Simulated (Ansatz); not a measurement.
# C3H9B2F: the cost of one run

Method: RKS B3LYP/STO-3G, in Ansatz 0.2.0.

## (1) Starting point

Bond lengths: B1–C2 1.625 Å, C2–C3 1.503 Å, C2–C4 1.556 Å, C4–B5 1.668 Å, C4–F6 1.357 Å, B1–H7 1.132 Å, B1–H8 1.191 Å, C2–H9 1.148 Å, C3–H10 1.139 Å, C3–H11 1.099 Å, C3–H12 1.134 Å, C4–H13 1.071 Å, B5–H14 1.215 Å, B5–H15 1.180 Å. Angles (14 of 24 angles, heavy atoms first): B1–C2–C3 107.0°, B1–C2–C4 114.6°, C3–C2–C4 107.8°, C2–C4–B5 109.0°, C2–C4–F6 112.4°, B5–C4–F6 105.9°, B1–C2–H9 109.8°, C3–C2–H9 106.3°, C4–C2–H9 110.9°, C2–B1–H7 122.9°, C2–B1–H8 115.2°, C2–C3–H10 112.2°, C2–C3–H11 113.0°, C2–C3–H12 113.1°.

As a file:

```xyz
15

B    -0.4449   -1.6755   -0.0690
C     0.0581   -0.2253    0.4647
C     1.4880   -0.3893    0.8993
C     0.0129    0.9075   -0.6004
B    -1.5787    1.2893   -0.9202
F     0.5878    2.0545   -0.1597
H     0.2390   -2.5746   -0.1448
H    -1.5906   -1.7271   -0.3907
H    -0.5328    0.0709    1.4037
H     1.8934    0.5453    1.4082
H     2.1638   -0.6363    0.0686
H     1.6247   -1.1924    1.6875
H     0.3666    0.6003   -1.5635
H    -1.9852    2.4093   -0.6841
H    -2.3241    0.4925   -1.3703
```

## (2) Relaxing the start

input.yaml

```yaml
crystal:
  periodic: [false, false, false]
  atoms:
    - { symbol: B, position_ang: [-0.4449, -1.6755, -0.069] }
    - { symbol: C, position_ang: [0.0581, -0.2253, 0.4647] }
    - { symbol: C, position_ang: [1.488, -0.3893, 0.8993] }
    - { symbol: C, position_ang: [0.0129, 0.9075, -0.6004] }
    - { symbol: B, position_ang: [-1.5787, 1.2893, -0.9202] }
    - { symbol: F, position_ang: [0.5878, 2.0545, -0.1597] }
    - { symbol: H, position_ang: [0.239, -2.5746, -0.1448] }
    - { symbol: H, position_ang: [-1.5906, -1.7271, -0.3907] }
    - { symbol: H, position_ang: [-0.5328, 0.0709, 1.4037] }
    - { symbol: H, position_ang: [1.8934, 0.5453, 1.4082] }
    - { symbol: H, position_ang: [2.1638, -0.6363, 0.0686] }
    - { symbol: H, position_ang: [1.6247, -1.1924, 1.6875] }
    - { symbol: H, position_ang: [0.3666, 0.6003, -1.5635] }
    - { symbol: H, position_ang: [-1.9852, 2.4093, -0.6841] }
    - { symbol: H, position_ang: [-2.3241, 0.4925, -1.3703] }
basis:
  gaussian: { orbitals: STO-3G }
hamiltonian:
  xc: b3lyp
relax:
  f_tol: 0.02
  max_steps: 40
scf:
  lower_state_search: "off"
```

Command:

```console
ansatz run input.yaml --threads 1 --pin off --max-ram 2048MiB --backend cpu --events-out ev --progress --plain --runs-dir out
```

What time and memory should one allow on 1 thread of Arm Neoverse V2, shared host?

About 52 s, with a peak of 0.12 GiB.
